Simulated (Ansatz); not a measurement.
# FH2InS2: one species, many methods

Aim: compute FH2InS2 with functionals from several rungs and with coupled cluster, and see how far each lands from CCSD(T) at the basis-set limit for the atomisation energy.

Method: functionals in def2-TZVPP, the program's frozen cores in correlated methods; program: Ansatz 0.2.0, Gaussian basis.

Plan: LDA (SPW92), PBE-D4, revPBE-D4, BLYP-D4, r2SCAN-D4, B97M-V, PBE0-D4, B3LYP-D4, r2SCANh-D4, r2SCAN0-D4, HSE06-D4, BHLYP-D4, CAM-B3LYP-D4, LC-ωPBE, ωB97X-V, ωB97M-V, B2PLYP, PBE-QIDH; CCSD(T)/def2-SVP; CCSD(T)/def2-TZVPP; MP2/def2-QZVPP; extrapolation to the limit; RPA on PBE.

1 further run of the same task is left out (for a known fault of the program).

### 1 The relaxed structure

The geometry comes from an earlier relaxation with PBE0-D4 in a triple-zeta def2 set; it is a stationary point. In takes the def2 core potential; no spin-orbit term is included.

SMILES `[F][In]([SH])[SH]`, 6 atoms, charge 0, spin multiplicity 1.

Atoms are counted from 1 here; the program's logs count them from 0.

Bond lengths: F1–In2 1.946 Å, In2–S3 2.360 Å, In2–S4 2.357 Å, S3–H5 1.345 Å, S4–H6 1.345 Å. Angles: F1–In2–S3 113.6°, F1–In2–S4 114.8°, S3–In2–S4 131.6°, In2–S3–H5 91.3°, In2–S4–H6 92.9°.

### 2 LDA

This LDA is Slater exchange with PW92 correlation.

File in.yaml:

```yaml
crystal:
  periodic: [false, false, false]
  atoms:
    - {symbol: F, position_ang: [-0.767913, -2.087525, 0.493625]}
    - {symbol: In, position_ang: [-0.263248, -0.258075, 0.062147]}
    - {symbol: S, position_ang: [2.069813, 0.081278, -0.034017]}
    - {symbol: S, position_ang: [-2.073128, 1.215183, -0.265040]}
    - {symbol: H, position_ang: [2.300076, -1.210384, 0.263211]}
    - {symbol: H, position_ang: [-1.265589, 2.259523, -0.519936]}
basis:
  gaussian: {orbitals: def2-TZVPP}
hamiltonian: {xc: lda}
output: {orbitals: {seedname: orbitals}}
```

Started as:

```
ansatz run in.yaml --threads 4 --pin off --events-out ev --progress --plain --max-ram 10444MiB
```

Further steps of the session: PBE-D4 (GGA); revPBE-D4 (GGA); BLYP-D4 (GGA); r2SCAN-D4 (meta-GGA); B97M-V (meta-GGA); B3LYP-D4 (hybrid); r2SCANh-D4 (hybrid); r2SCAN0-D4 (hybrid); HSE06-D4 (hybrid); BHLYP-D4 (hybrid); CAM-B3LYP-D4 (range-separated); LC-ωPBE (range-separated); ωB97X-V (range-separated); ωB97M-V (range-separated); B2PLYP (double hybrid); PBE-QIDH (double hybrid); CCSD(T) in def2-SVP; CCSD(T) in def2-TZVPP; MP2 in def2-QZVPP; RPA on PBE orbitals.

**Question.** What will the summary of the whole plan be? Wanted: atomisation energy, CCSD(T)/CBS; farthest beyond LDA; mean size of error, GGA; mean size of error, meta-GGA; mean size of error, hybrid; mean size of error, range-separated; mean size of error, double hybrid; gap, smallest and largest; T1 diagnostic.

The runs gave:

```
                               quantity                                        value
        atomisation energy, CCSD(T)/CBS                                1694.2 kJ/mol
 functionals within 16.9 kJ/mol (1.0 %)  PBE-D4, r2SCAN-D4, B97M-V, ωB97X-V, ωB97M-V
                    farthest beyond LDA                     BHLYP-D4 (-110.3 kJ/mol)
                mean size of error, GGA                                  35.2 kJ/mol
           mean size of error, meta-GGA                                   7.0 kJ/mol
             mean size of error, hybrid                                  51.1 kJ/mol
    mean size of error, range-separated                                  20.1 kJ/mol
      mean size of error, double hybrid                                  51.1 kJ/mol
              gap, smallest and largest    3.58 eV (LDA (SPW92)), 10.74 eV (LC-ωPBE)
                          T1 diagnostic                                       0.0149
triples share of the correlation energy                                        3.7 %
```

What this shows: LDA overbinds by 269.8 kJ/mol (16 %). PBE-D4 misses by +10.7 kJ/mol. Double hybrids carry the basis error of their MP2 part in triple zeta, and no dispersion term here, so their miss is partly the set-up's. By mean error the best rung here is meta-GGA (7.0 kJ/mol) and the worst beyond LDA is hybrid (51.1 kJ/mol). The mean of the hybrids holds BHLYP, with half exact exchange. The reference freezes the cores and leaves out spin-orbit coupling and excitations past (T), and its outer-core shells are covered unevenly, so misses under about 16.9 kJ/mol can't be ranked. All levels share the lack of spin-orbit coupling, which lowers the free heavy atoms and so the true binding. Hartree-Fock recovers 66 % of the binding; the rest is correlation. CCSD(T) in def2-SVP is off by -176.4 kJ/mol, so the small basis spoils what the method gains. Orbital gaps span 3.6 to 10.7 eV; exact exchange widens them. Correlated methods include outer-core shells of In, which these sets cover unevenly.
